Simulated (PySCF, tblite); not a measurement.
**C₆H₁₃NOSi: geometry, infrared bands and NMR shifts**

Aim: predict the infrared bands and NMR shifts of C₆H₁₃NOSi (`[SiH3]O/C=C/N1CCCC1`).

Computed with tblite 0.8.0 and PySCF 2.14.0, with density-fitted response routines of our own, on a single molecule in the gas phase. Atoms are numbered from 0 throughout.

## (1) The molecule as given

22 atoms, charge 0, multiplicity 1; geometry from: force field or distance geometry start.

Bonds of the start (Å): Si0–O1 1.74, O1–C2 1.38, C2–C3 1.33, C3–N4 1.42, N4–C5 1.47, C5–C6 1.53, C6–C7 1.51, C7–C8 1.52, C8–N4 1.45, Si0–H9 1.47, Si0–H10 1.45, Si0–H11 1.46, C2–H12 1.09, C3–H13 1.09, C5–H14 1.10, C5–H15 1.10, C6–H16 1.12, C6–H17 1.10, C7–H18 1.12, C7–H19 1.09, C8–H20 1.12, C8–H21 1.09.

## (2) Optimising the geometry with GFN2-xTB

Job settings and geometry (Å):

```
{"job": {"kind": "relax", "xc": "GFN2-xTB", "basis": "xTB"}, "charge": 0, "multiplicity": 1}
Si     3.961800    -0.225400     0.604700
O      2.985600     0.196800    -0.775600
C      1.607000     0.109700    -0.798500
C      0.904700     0.512900     0.257800
N     -0.513100     0.403900     0.188000
C     -1.387600    -0.482600     0.963900
C     -2.186900    -1.059500    -0.207600
C     -2.649600     0.228700    -0.838900
C     -1.430900     1.125100    -0.674000
H      5.168700    -0.894900     0.090200
H      4.410500     0.923200     1.366300
H      3.308800    -1.159900     1.523300
H      1.055500    -0.255600    -1.661500
H      1.425500     0.878000     1.143500
H     -2.111600     0.087800     1.573000
H     -0.825000    -1.240700     1.520000
H     -1.497200    -1.523600    -0.950900
H     -2.982900    -1.739700     0.118900
H     -3.506200     0.575200    -0.210300
H     -2.934000     0.116400    -1.886700
H     -1.806300     2.017600    -0.111100
H     -1.007100     1.426300    -1.636200
```

Run with:

```bash
$ OMP_NUM_THREADS=1 python probes_run.py task.json out
```

The driver reads the jobs from task.json and runs them one after another.

**Question.** This job is followed by: GFN2-xTB harmonic vibrations, gas phase; GIAO PBE0/pcSseg-1 NMR shielding, non-relativistic, gas phase. What will the session give for the following? strongest single infrared mode (GFN2-xTB); zero-point energy (GFN2-xTB); 13C shifts against TMS (PBE0/pcSseg-1, means over atoms taken as alike); 1H shifts against TMS (PBE0/pcSseg-1, means over atoms taken as alike); 29Si shifts against TMS (PBE0/pcSseg-1); 17O shifts against H2O (PBE0/pcSseg-1); 15N shifts against NH3 (PBE0/pcSseg-1).

The runs gave:

| quantity | value |
| --- | --- |
| strongest single infrared mode (GFN2-xTB) | 2196 cm⁻¹, 438 km/mol |
| zero-point energy (GFN2-xTB) | 111.3 kcal/mol |
| 13C shifts against TMS (PBE0/pcSseg-1, means over atoms taken as alike) | 126.7, 125.9, 53.2, 29.8 ppm |
| 1H shifts against TMS (PBE0/pcSseg-1, means over atoms taken as alike) | 6.00, 5.87, 4.91, 3.02, 1.86 ppm |
| 29Si shifts against TMS (PBE0/pcSseg-1) | -48.3 ppm |
| 17O shifts against H2O (PBE0/pcSseg-1) | 51.0 ppm |
| 15N shifts against NH3 (PBE0/pcSseg-1) | 70.9 ppm |

In words: Relaxing lowered the energy by 1.282 eV in 188 steps; the close pair that moved most is Si0–O1, from 1.743 to 1.616 Å. All 60 modes are real, so the xTB geometry is a minimum. The strongest single mode, at 2196 cm⁻¹, moves mainly H11 and H10. GFN2-xTB is a fitted tight-binding method: band positions and strengths are rough. Its intensities can rank the bands wrongly. At PBE0/pcSseg-1: The widest tensor belongs to C3: span 149 ppm, with a paramagnetic part of -196 ppm.
